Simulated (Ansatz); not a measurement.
# GaH₄O₂Si radical: a ladder of functionals and wavefunction methods

Aim: compute GaH₄O₂Si radical with functionals from several rungs and with coupled cluster, and see how far each lands from CCSD(T) at the basis-set limit for the atomisation energy.

The runs use Ansatz 0.2.0, Gaussian basis; functionals in def2-TZVPP, the program's frozen cores in correlated methods.

Levels to be run: PBE-D4, r2SCAN-D4, PBE0-D4, B3LYP-D4, ωB97X-V, ωB97M-V, B2PLYP; CCSD(T)/def2-TZVPP; MP2/def2-QZVPP; extrapolation to the limit.

### Step 1. The relaxed structure

All runs share one geometry, relaxed beforehand with PBE0-D4 in a triple-zeta def2 set.

SMILES `[OH][Ga][O][SiH3]`, 8 atoms, charge 0, spin multiplicity 2.

Atoms are counted from 1 here; the program's logs count them from 0.

Bond lengths: O1–Ga2 1.794 Å, O1–H5 0.964 Å, Ga2–O3 1.798 Å, O3–Si4 1.635 Å, Si4–H6 1.486 Å, Si4–H7 1.489 Å, Si4–H8 1.489 Å. Angles: Ga2–O1–H5 110.8°, O1–Ga2–O3 115.2°, Ga2–O3–Si4 140.2°, O3–Si4–H6 108.4°, O3–Si4–H7 111.2°, O3–Si4–H8 111.3°, H6–Si4–H7 108.9°, H6–Si4–H8 108.9°, H7–Si4–H8 108.0°.

Geometry (Å):

```
O    -1.2048   -0.2314    2.8631
Ga    0.1753   -0.4482    1.7373
O    -0.1402    0.0429    0.0371
Si    0.6126    0.1073   -1.4129
H    -1.9680    0.1335    2.4020
H    -0.3120    0.7301   -2.3950
H     0.9787   -1.2548   -1.8910
H     1.8584    0.9206   -1.3406
```

### Step 2. PBE-D4 (GGA)

in.yaml reads:

```yaml
crystal:
  periodic: [false, false, false]
  atoms:
    - {symbol: O, position_ang: [-1.204762, -0.231446, 2.863077]}
    - {symbol: Ga, position_ang: [0.175340, -0.448250, 1.737291]}
    - {symbol: O, position_ang: [-0.140217, 0.042945, 0.037149]}
    - {symbol: Si, position_ang: [0.612584, 0.107345, -1.412874]}
    - {symbol: H, position_ang: [-1.968013, 0.133493, 2.401951]}
    - {symbol: H, position_ang: [-0.312004, 0.730106, -2.394987]}
    - {symbol: H, position_ang: [0.978686, -1.254785, -1.890986]}
    - {symbol: H, position_ang: [1.858384, 0.920583, -1.340611]}
basis:
  gaussian: {orbitals: def2-TZVPP}
magnetization: {spin_polarized: true, initial_magnetization: 1}
hamiltonian: {xc: pbe, dispersion: d4}
output: {forces: true, orbitals: {seedname: orbitals}}
```

Started as:

```bash
ansatz run in.yaml --threads 2 --pin off --events-out ev --progress --plain --max-ram 32768MiB --backend cpu
```

Further steps of the session: r2SCAN-D4 (meta-GGA); PBE0-D4 (hybrid); B3LYP-D4 (hybrid); ωB97X-V (range-separated); ωB97M-V (range-separated); B2PLYP (double hybrid); CCSD(T) in def2-TZVPP; MP2 in def2-QZVPP.

Before running them: what should the planned runs give, taken together? Wanted: atomisation energy, CCSD(T)/CBS; farthest; mean size of error, hybrid; mean size of error, range-separated; gap, smallest and largest; T1 diagnostic; triples share of the correlation energy.

The runs gave:

```
                               quantity                                value
        atomisation energy, CCSD(T)/CBS                        2587.8 kJ/mol
 functionals within 25.9 kJ/mol (1.0 %)  PBE-D4, r2SCAN-D4, ωB97X-V, ωB97M-V
                               farthest               PBE0-D4 (-61.9 kJ/mol)
             mean size of error, hybrid                          48.5 kJ/mol
    mean size of error, range-separated                          10.4 kJ/mol
              gap, smallest and largest  1.19 eV (PBE-D4), 7.42 eV (ωB97X-V)
                          T1 diagnostic                               0.0163
triples share of the correlation energy                                3.7 %
```

What this shows: PBE-D4 is off by -5.0 kJ/mol. Double hybrids carry the basis error of their MP2 part in triple zeta, and no dispersion term here, so their miss is partly the set-up's. The reference freezes the cores and leaves out relativity and excitations past (T), and its outer-core shells are covered unevenly, so misses under about 25.9 kJ/mol can't be ranked. Hartree-Fock recovers 71 % of the binding; the rest is correlation. The gap grows from 1.2 to 7.4 eV across the functionals, mostly with the share of exact exchange. Correlated methods include outer-core shells of Ga, which these sets cover unevenly.
